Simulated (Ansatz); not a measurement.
SnSe2:

```xyz
3
Lattice="3.8110 0.0000 0.0000 -1.9055 3.3004 0.0000 0.0000 0.0000 6.1360" Properties=species:S:1:pos:R:3 pbc="T T T"
Sn    0.0000    0.0000    0.0000
Se    1.9055    1.1001    4.6081
Se    0.0000    2.2003    1.5279
```

Base run:

- Program: Ansatz 0.2.0
- Functional: BLYP
- Potentials or basis: Ansatz PAW
- Cutoff: 420 eV (not typed: the program's choice for these potentials)
- k mesh: 5 × 5 × 3
- Occupations: fermi-dirac, width 0.05 eV
- Spin: no spin polarisation

Its results: band gap on the k mesh 0.79 eV, indirect (least direct gap 1.03 eV); pressure 9.7 GPa; largest force 1.013 eV/Å.

Task: After a change of settings the same cell gave: band gap on the k mesh 2.38 eV, indirect (least direct gap 2.83 eV); pressure 1.7 GPa; largest force 0.158 eV/Å. Which change was it?
A. functional from BLYP to revPBE
B. functional from BLYP to r2SCAN0; cutoff from 420 eV (not typed: the program's choice for these potentials) to 500 eV (not typed: the program's choice for these potentials)
C. functional from BLYP to RPBE
D. functional from BLYP to r2SCAN; cutoff from 420 eV (not typed: the program's choice for these potentials) to 500 eV (not typed: the program's choice for these potentials)

Result: B.

r2SCAN0 gives the wider gap, since exact exchange removes part of the self-interaction.

Caveats: odd divisions of the mesh miss points on the zone boundary, where band edges often lie, so the gap on the mesh can be too wide; spin-orbit coupling is left out, which moves the levels of the heavy elements; the PAW data sets come from PBE, with cores solved anew for the run's functional, which leaves a small shift of forces and pressure; the density of states is complete only up to the lowest level of the last band computed; this functional lacks dispersion, which binds the layers, so the pressure and a relaxed spacing across them are unreliable (some runs); forces of over 1 eV/Å show positions far from the minimum, so gaps and moduli don't describe the material at rest (some runs); the thresholds are loose for stress (some runs).
